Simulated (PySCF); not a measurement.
# C8H10Se: circular dichroism and optical rotation, excited states, first hyperpolarisability

What do calculations give for the circular dichroism and optical rotation, excited states, first hyperpolarisability of C8H10Se (`CC=C=C=C=C(C)[Se]C`)?

Programs: PySCF 2.14.0, with routines of our own; each step states its level. All values are computed. Atoms count from 0.

## 1. The system as given

19 atoms, charge 0, multiplicity 1; geometry from: GFN2-xTB.

## 2. Geometry optimisation at PBE0-D3(BJ)/def2-SVP

Job settings and geometry (Å):

```
{"job": {"xc": "PBE0", "basis": "def2-SVP", "d3": "d3bj", "grid": 2, "kind": "geom"}, "charge": 0, "multiplicity": 1}
C      3.748792    -1.219099     0.199914
C      2.686351    -1.033712    -0.837564
C      1.552092    -0.418921    -0.624486
C      0.452260     0.164265    -0.376919
C     -0.632724     0.790138    -0.154952
C     -1.784181     1.341699     0.111661
C     -2.120641     2.792696    -0.020317
Se    -3.257454     0.244197     0.752196
C     -2.361774    -1.482935     0.723980
H      3.935052    -2.282423     0.357136
H      4.681836    -0.765073    -0.135665
H      3.454210    -0.767889     1.144261
H      2.900946    -1.443633    -1.818129
H     -2.437191     3.191212     0.944770
H     -1.259737     3.354708    -0.375501
H     -2.947150     2.921509    -0.720552
H     -1.481023    -1.436907     1.359990
H     -3.064163    -2.221116     1.100682
H     -2.075306    -1.719467    -0.298082
```

Command:

```
OMP_NUM_THREADS=1 python excited_run.py task.json out
```

The driver reads the jobs from task.json and runs them one after another.

The program printed:

```text
step   0  E = -2711.13791902  max force = 0.019506
step   1  E = -2711.14040033  max force = 0.005055
step   2  E = -2711.14053043  max force = 0.001633
step   3  E = -2711.14056058  max force = 0.001366
step   4  E = -2711.14057458  max force = 0.000764
step   5  E = -2711.14057846  max force = 0.000368
optimisation converged
```

Wall time 1.9 min (1 thread of Intel Xeon Platinum 8375C at 2.90GHz, shared host); peak memory 0.96 GiB.

Step by step:

| step | energy from step 0 (eV) | largest force component (eV/Å) |
| --- | --- | --- |
| 0 | 0.0000 | 1.0030 |
| 1 | -0.0675 | 0.2599 |
| 2 | -0.0711 | 0.0840 |
| 3 | -0.0719 | 0.0702 |
| 4 | -0.0723 | 0.0393 |
| 5 | -0.0724 | 0.0189 |

Close pairs (by a distance rule), those that changed most:

| bond | before (Å) | after (Å) | change (Å) |
| --- | --- | --- | --- |
| C5–Se7 | 1.946 | 1.909 | -0.036 |
| C1–H12 | 1.084 | 1.100 | +0.016 |
| C4–C5 | 1.304 | 1.319 | +0.015 |
| C2–C3 | 1.269 | 1.284 | +0.014 |
| C0–H10 | 1.091 | 1.103 | +0.012 |
| C0–H9 | 1.091 | 1.103 | +0.012 |
| Se7–C8 | 1.946 | 1.934 | -0.012 |
| C8–H17 | 1.086 | 1.098 | +0.012 |

The end geometry stands in the next job.

| at the end point | value |
| --- | --- |
| point group (found at 0.08 Å tolerance) | C1 |
| rotational constants (GHz, main isotopes) | 2.444, 0.411, 0.362 |
| dipole moment (D) | 1.03 |

## 3. Circular dichroism and optical rotation: TDDFT CAM-B3LYP/aug-cc-pVDZ

Job settings and geometry (Å):

```
{"job": {"kind": "ecd", "xc": "CAM-B3LYP", "basis": "aug-cc-pVDZ", "nstates": 12}, "charge": 0, "multiplicity": 1}
C      4.158751    -0.613253     0.481457
C      3.061943    -0.424269    -0.519614
C      1.911939     0.178088    -0.283820
C      0.796175     0.765555    -0.043459
C     -0.319543     1.353783     0.190145
C     -1.471896     1.946547     0.437282
C     -1.724712     3.414409     0.255214
Se    -2.985180     0.968560     1.068589
C     -2.195084    -0.795313     1.130934
H      4.374682    -1.685472     0.624669
H      5.093300    -0.146582     0.127419
H      3.897144    -0.176637     1.454578
H      3.238046    -0.822895    -1.529744
H     -2.038155     3.876623     1.205358
H     -0.817864     3.921998    -0.099173
H     -2.530799     3.582624    -0.477351
H     -1.341888    -0.803863     1.821640
H     -2.977248    -1.475791     1.493631
H     -1.869089    -1.100304     0.128000
```

Method: TDDFT CAM-B3LYP/aug-cc-pVDZ circular dichroism and optical rotation, one conformer, gas phase.

The program printed:

```text
coarse grid: 73496 points
cycle   1  E = -2712.1987017437  dE =  4.681e-01  |g| = 2.885e-01  |ddm| = 2.846e+01
cycle   2  E = -2712.2144435148  dE = -1.574e-02  |g| = 2.458e-01  |ddm| = 4.128e+00
cycle   3  E = -2712.2279882981  dE = -1.354e-02  |g| = 9.308e-02  |ddm| = 1.919e+00
cycle   4  E = -2712.2301920043  dE = -2.204e-03  |g| = 3.802e-02  |ddm| = 5.848e-01
cycle   5  E = -2712.2306009806  dE = -4.090e-04  |g| = 9.437e-03  |ddm| = 2.153e-01
cycle   6  E = -2712.2306248315  dE = -2.385e-05  |g| = 4.285e-03  |ddm| = 6.124e-02
cycle   7  E = -2712.2306310522  dE = -6.221e-06  |g| = 1.236e-03  |ddm| = 2.612e-02
final grid: 156464 points
cycle   8  E = -2712.2306073356  dE =  1.861e-08  |g| = 1.601e-03  |ddm| = 2.634e-02
cycle   9  E = -2712.2306063074  dE =  1.028e-06  |g| = 2.511e-03  |ddm| = 2.043e-02
cycle  10  E = -2712.2306081103  dE = -1.803e-06  |g| = 1.707e-04  |ddm| = 1.197e-02
cycle  11  E = -2712.2306081191  dE = -8.758e-09  |g| = 6.383e-05  |ddm| = 1.191e-03
cycle  12  E = -2712.2306081210  dE = -1.883e-09  |g| = 4.285e-05  |ddm| = 5.163e-04
cycle  13  E = -2712.2306081216  dE = -6.639e-10  |g| = 7.056e-06  |ddm| = 2.957e-04
converged SCF energy = -2712.2306081216

Singlet excitations and rotatory strengths (1e-40 esu^2 cm^2)
state   eV       nm     f(len)   f(vel)    R(len)    R(vel)   main configurations
  1   3.1885   388.8  0.00010  0.00010    -0.110    -0.118   H->L 0.91
  2   3.9896   310.8  0.00000  0.00000     0.296     0.363   H-1->L+1 0.85
  3   4.3299   286.3  0.13327  0.12979     4.503     4.403   H->L+1 0.72, H-1->L 0.19
  4   4.6455   266.9  0.00067  0.00059     0.635     0.595   H->L+2 0.23, H->L+12 0.19, H-2->L 0.18
  5   5.0312   246.4  0.03238  0.03200   -31.817   -31.545   H->L+2 0.49, H->L+3 0.26
  6   5.1617   240.2  1.37080  1.33356   -46.098   -46.803   H-1->L 0.65, H->L+1 0.14, H-2->L+1 0.09
  7   5.2745   235.1  0.00991  0.00983    13.326    13.135   H-2->L 0.41, H->L+3 0.28
  8   5.6154   220.8  0.00600  0.00547    11.520    11.375   H->L+4 0.53, H->L+6 0.15
  9   5.6747   218.5  0.00280  0.00273    -3.749    -3.591   H-1->L+2 0.71
 10   5.7977   213.9  0.01573  0.01579   -17.760   -17.904   H->L+5 0.70, H->L+8 0.18
 11   5.8800   210.9  0.00649  0.00611    -6.505    -6.295   H->L+3 0.24, H->L+6 0.20, H->L+9 0.13
 12   6.0065   206.4  0.04723  0.04589     9.160     9.140   H->L+7 0.15, H->L+6 0.12, H->L+9 0.12

Specific rotation (deg / (dm g/mL))
    nm     length   length(OI)   velocity    alpha(len)  alpha(vel)
  633.0    -311.42    -316.17    -315.44      176.364    172.883
  589.3    -372.84    -378.59    -377.64      178.639    175.101
  546.0    -455.14    -462.24    -460.99      181.604    177.993
  436.0    -877.27    -891.54    -888.90      195.630    191.666
```

It took 3.3 min on 1 thread of Intel Xeon Platinum 8375C at 2.90GHz, shared host; peak memory 1.6 GiB.

Warnings kept with the result: wavelengths within 0.3 eV of the first excitation or beyond it are left out.

## 4. Excited states: TDA CAM-B3LYP/aug-cc-pVDZ

Settings changed since step 3:

```diff
@@ -1,2 +1,2 @@
-{"job": {"kind": "ecd", "xc": "CAM-B3LYP", "basis": "aug-cc-pVDZ", "nstates": 12}, "charge": 0, "multiplicity": 1}
+{"job": {"kind": "states", "xc": "CAM-B3LYP", "basis": "aug-cc-pVDZ", "tda": true, "soc": true, "nstates": 6, "ntriplets": 5, "nquad": 4}, "charge": 0, "multiplicity": 1}
 C      4.158751    -0.613253     0.481457
```

With the program's defaults for keys left out, this is: TDA CAM-B3LYP/aug-cc-pVDZ excited states, vertical, gas phase, spin-orbit mean-field couplings.

The program printed:

```text
coarse grid: 73496 points
cycle   1  E = -2712.1987017437  dE =  4.681e-01  |g| = 2.885e-01  |ddm| = 2.846e+01
cycle   2  E = -2712.2144435148  dE = -1.574e-02  |g| = 2.458e-01  |ddm| = 4.128e+00
cycle   3  E = -2712.2279882981  dE = -1.354e-02  |g| = 9.308e-02  |ddm| = 1.919e+00
cycle   4  E = -2712.2301920043  dE = -2.204e-03  |g| = 3.802e-02  |ddm| = 5.848e-01
cycle   5  E = -2712.2306009806  dE = -4.090e-04  |g| = 9.437e-03  |ddm| = 2.153e-01
cycle   6  E = -2712.2306248315  dE = -2.385e-05  |g| = 4.285e-03  |ddm| = 6.124e-02
cycle   7  E = -2712.2306310522  dE = -6.221e-06  |g| = 1.236e-03  |ddm| = 2.612e-02
final grid: 156464 points
cycle   8  E = -2712.2306073356  dE =  1.862e-08  |g| = 1.601e-03  |ddm| = 2.634e-02
cycle   9  E = -2712.2306063073  dE =  1.028e-06  |g| = 2.511e-03  |ddm| = 2.043e-02
cycle  10  E = -2712.2306081103  dE = -1.803e-06  |g| = 1.707e-04  |ddm| = 1.197e-02
cycle  11  E = -2712.2306081191  dE = -8.762e-09  |g| = 6.383e-05  |ddm| = 1.191e-03
cycle  12  E = -2712.2306081210  dE = -1.884e-09  |g| = 4.285e-05  |ddm| = 5.163e-04
cycle  13  E = -2712.2306081216  dE = -6.639e-10  |g| = 7.056e-06  |ddm| = 2.957e-04
converged SCF energy = -2712.2306081216

Singlet excitations
state   eV       nm        f     d(h-e)  d(exc)  Lambda  PR(NTO)  |dmu|/D   mu/D   main configurations
  1   3.2372   383.0   0.00007   1.045   3.708   0.516   1.053    2.827    1.837   H->L 0.91
  2   4.0455   306.5   0.00000   0.839   3.470   0.455   1.041    2.147    3.299   H-1->L+1 0.85
  3   4.5145   274.6   0.17520   1.122   4.011   0.687   1.549    2.906    2.207   H->L+1 0.72, H-1->L 0.18
  4   4.6657   265.7   0.00143   0.842   3.569   0.373   1.389    3.696    4.098   H->L+2 0.25, H->L+12 0.19, H-2->L 0.18
  5   5.0366   246.2   0.02198   0.776   4.605   0.333   1.112                     H->L+2 0.50, H->L+3 0.27
  6   5.2990   234.0   0.00911   0.462   4.332   0.371   1.836                     H-2->L 0.41, H->L+3 0.28

Triplet excitations (Tamm-Dancoff)
state   eV     d(h-e)  d(exc)  Lambda  PR(NTO)   main configurations
  1   2.6600   0.222   3.215   0.653   1.557   H->L+1 0.57, H-1->L 0.18
  2   2.8766   0.056   3.189   0.745   1.550   H-1->L 0.71, H->L+1 0.16
  3   2.9677   1.011   3.663   0.514   1.052   H->L 0.91
  4   3.7969   0.862   3.437   0.452   1.027   H-1->L+1 0.84
  5   4.3139   0.515   3.190   0.370   1.418   H->L+12 0.23, H-2->L 0.21, H->L+2 0.13
S1 - T1 = 0.5773 eV

Spin-orbit couplings |<S|Hso|T>| (cm-1)
             T1       T2       T3       T4       T5
S0        5.584   13.729  274.356   35.534  574.999
S1      102.105   52.092    0.430    4.386   92.837
S2       83.084   15.990    5.158    0.215   10.803
S3        3.838    3.602  113.806  176.553   85.792
S4       57.796   41.727   93.970   16.045    8.315
S5       19.670   13.989   15.712   10.016   24.436
S6       60.691   72.972   52.330    9.322   93.238
T1 sublevels (cm-1): 0.000 2.678 2.791   radiative rates (1/s): 16.2 1.53 6.55
```

Run time: 1.7 min. Hardware: 1 thread of Intel Xeon Platinum 8375C at 2.90GHz, shared host; peak memory 1.5 GiB.

From this job:

| quantity | value |
| --- | --- |
| S1 less T1 | 0.58 eV |

## 5. Excited states: TDDFT CAM-B3LYP/aug-cc-pVDZ

Settings changed since step 4:

```diff
@@ -1,2 +1,2 @@
-{"job": {"kind": "states", "xc": "CAM-B3LYP", "basis": "aug-cc-pVDZ", "tda": true, "soc": true, "nstates": 6, "ntriplets": 5, "nquad": 4}, "charge": 0, "multiplicity": 1}
+{"job": {"kind": "states", "xc": "CAM-B3LYP", "basis": "aug-cc-pVDZ", "tpa": true, "nstates": 8, "nquad": 6, "ntriplets": 0}, "charge": 0, "multiplicity": 1}
 C      4.158751    -0.613253     0.481457
```

Level: TDDFT CAM-B3LYP/aug-cc-pVDZ excited states, vertical, gas phase, two-photon moments by quadratic response.

The program printed:

```text
coarse grid: 73496 points
cycle   1  E = -2712.1987017437  dE =  4.681e-01  |g| = 2.885e-01  |ddm| = 2.846e+01
cycle   2  E = -2712.2144435148  dE = -1.574e-02  |g| = 2.458e-01  |ddm| = 4.128e+00
cycle   3  E = -2712.2279882981  dE = -1.354e-02  |g| = 9.308e-02  |ddm| = 1.919e+00
cycle   4  E = -2712.2301920043  dE = -2.204e-03  |g| = 3.802e-02  |ddm| = 5.848e-01
cycle   5  E = -2712.2306009806  dE = -4.090e-04  |g| = 9.437e-03  |ddm| = 2.153e-01
cycle   6  E = -2712.2306248315  dE = -2.385e-05  |g| = 4.285e-03  |ddm| = 6.124e-02
cycle   7  E = -2712.2306310522  dE = -6.221e-06  |g| = 1.236e-03  |ddm| = 2.612e-02
final grid: 156464 points
cycle   8  E = -2712.2306073356  dE =  1.860e-08  |g| = 1.601e-03  |ddm| = 2.634e-02
cycle   9  E = -2712.2306063074  dE =  1.028e-06  |g| = 2.511e-03  |ddm| = 2.043e-02
cycle  10  E = -2712.2306081103  dE = -1.803e-06  |g| = 1.707e-04  |ddm| = 1.197e-02
cycle  11  E = -2712.2306081191  dE = -8.757e-09  |g| = 6.383e-05  |ddm| = 1.191e-03
cycle  12  E = -2712.2306081210  dE = -1.895e-09  |g| = 4.285e-05  |ddm| = 5.163e-04
cycle  13  E = -2712.2306081216  dE = -6.562e-10  |g| = 7.056e-06  |ddm| = 2.957e-04
converged SCF energy = -2712.2306081216

Singlet excitations
state   eV       nm        f     d(h-e)  d(exc)  Lambda  PR(NTO)  |dmu|/D   mu/D   delta(TPA)   sigma/GM   main configurations
  1   3.1886   388.8   0.00010   1.012   3.681   0.514   1.080    2.851    1.856        0.18      0.001   H->L 0.91
  2   3.9896   310.8   0.00000   0.849   3.461   0.454   1.025    2.187    3.339        0.14      0.001   H-1->L+1 0.85
  3   4.3300   286.3   0.13328   0.982   3.921   0.685   1.638    2.548    1.908      450.15      3.092   H->L+1 0.72, H-1->L 0.19
  4   4.6457   266.9   0.00067   0.851   3.579   0.373   1.378    3.647    4.062       14.08      0.111   H->L+2 0.23, H->L+12 0.19, H-2->L 0.18
  5   5.0312   246.4   0.03233   0.713   4.619   0.340   1.126    4.214    5.293      233.09      2.162   H->L+2 0.49, H->L+3 0.26
  6   5.1619   240.2   1.37088   0.404   3.703   0.716   2.042    0.835    1.289      122.84      1.199   H-1->L 0.65, H->L+1 0.14, H-2->L+1 0.09
  7   5.2746   235.1   0.00992   0.453   4.302   0.369   1.825                                            H-2->L 0.41, H->L+3 0.28
  8   5.6154   220.8   0.00600   1.447   5.520   0.331   1.345                                            H->L+4 0.53, H->L+6 0.15
```

It took 2 min on 1 thread of Intel Xeon Platinum 8375C at 2.90GHz, shared host; peak memory 1.5 GiB.

## 6. First hyperpolarisability: quadratic response CAM-B3LYP/aug-cc-pVDZ

Settings changed since step 5:

```diff
@@ -1,2 +1,2 @@
-{"job": {"kind": "states", "xc": "CAM-B3LYP", "basis": "aug-cc-pVDZ", "tpa": true, "nstates": 8, "nquad": 6, "ntriplets": 0}, "charge": 0, "multiplicity": 1}
+{"job": {"kind": "beta", "xc": "CAM-B3LYP", "basis": "aug-cc-pVDZ"}, "charge": 0, "multiplicity": 1}
 C      4.158751    -0.613253     0.481457
```

With the program's defaults for keys left out, this is: quadratic response CAM-B3LYP/aug-cc-pVDZ first hyperpolarisability, Taylor convention, gas phase.

The program printed:

```text
coarse grid: 73496 points
cycle   1  E = -2712.1987017437  dE =  4.681e-01  |g| = 2.885e-01  |ddm| = 2.846e+01
cycle   2  E = -2712.2144435148  dE = -1.574e-02  |g| = 2.458e-01  |ddm| = 4.128e+00
cycle   3  E = -2712.2279882981  dE = -1.354e-02  |g| = 9.308e-02  |ddm| = 1.919e+00
cycle   4  E = -2712.2301920043  dE = -2.204e-03  |g| = 3.802e-02  |ddm| = 5.848e-01
cycle   5  E = -2712.2306009806  dE = -4.090e-04  |g| = 9.437e-03  |ddm| = 2.153e-01
cycle   6  E = -2712.2306248315  dE = -2.385e-05  |g| = 4.285e-03  |ddm| = 6.124e-02
cycle   7  E = -2712.2306310522  dE = -6.221e-06  |g| = 1.236e-03  |ddm| = 2.612e-02
final grid: 156464 points
cycle   8  E = -2712.2306073356  dE =  1.861e-08  |g| = 1.601e-03  |ddm| = 2.634e-02
cycle   9  E = -2712.2306063074  dE =  1.028e-06  |g| = 2.511e-03  |ddm| = 2.043e-02
cycle  10  E = -2712.2306081103  dE = -1.803e-06  |g| = 1.707e-04  |ddm| = 1.197e-02
cycle  11  E = -2712.2306081191  dE = -8.761e-09  |g| = 6.383e-05  |ddm| = 1.191e-03
cycle  12  E = -2712.2306081210  dE = -1.896e-09  |g| = 4.285e-05  |ddm| = 5.163e-04
cycle  13  E = -2712.2306081216  dE = -6.503e-10  |g| = 7.056e-06  |ddm| = 2.957e-04
converged SCF energy = -2712.2306081216

Lowest singlets (eV, f): 3.1886 0.0001  3.9896 0.0000  4.3300 0.1333

First hyperpolarisability (au)
process     nm      |vector|   parallel      HRS      DR
static         -      152.56      33.52     125.89    1.93
shg       1907.0      179.86       17.4     144.85   1.973
eope      1907.0      160.21      28.72          -       -
shg       1064.0      305.66     -44.25     212.82   2.208
eope      1064.0      182.31      16.06          -       -
```

It took 94 s on 1 thread of Intel Xeon Platinum 8375C at 2.90GHz, shared host; peak memory 1.5 GiB.

## 7. What came out

| quantity | value |
| --- | --- |
| point group | C1 |
| rotational constants (main isotopes) | 2.44, 0.41, 0.36 GHz |
| state of largest rotatory strength (velocity form) among 12 (step 3, TDDFT CAM-B3LYP/aug-cc-pVDZ) | 5.16 eV, R = -46.8 (velocity), -46.1 (length) ·10⁻⁴⁰ esu² cm² |
| specific rotation at 633.0 nm (step 3, TDDFT CAM-B3LYP/aug-cc-pVDZ) | -315.4 (velocity), -311.4 (length) |
| S1 less T1 (step 4, TDA CAM-B3LYP/aug-cc-pVDZ) | 0.58 eV |
| β vector (step 6, quadratic response CAM-B3LYP/aug-cc-pVDZ) | static 153, SHG 1907.0 nm 180, SHG 1064.0 nm 306 au |

In words: Relaxing lowered the energy by 0.072 eV in 5 steps; the close pair that moved most is C5–Se7, from 1.946 to 1.909 Å. Steps that list no spin-orbit terms leave them out, which matters at and beside the heavy atoms. Rotations belong to one conformer and to the handedness of the start. Scalar relativity is left out for the heavy atoms. In step 4, the number of triplets below S1 is 3, and the largest singlet-triplet spin-orbit coupling is S0–T5, 575.00 cm⁻¹. β grows from 153 au (static) to 306 au for doubling at 1064.0 nm: normal dispersion, which grows as twice the photon energy moves toward the bright states.
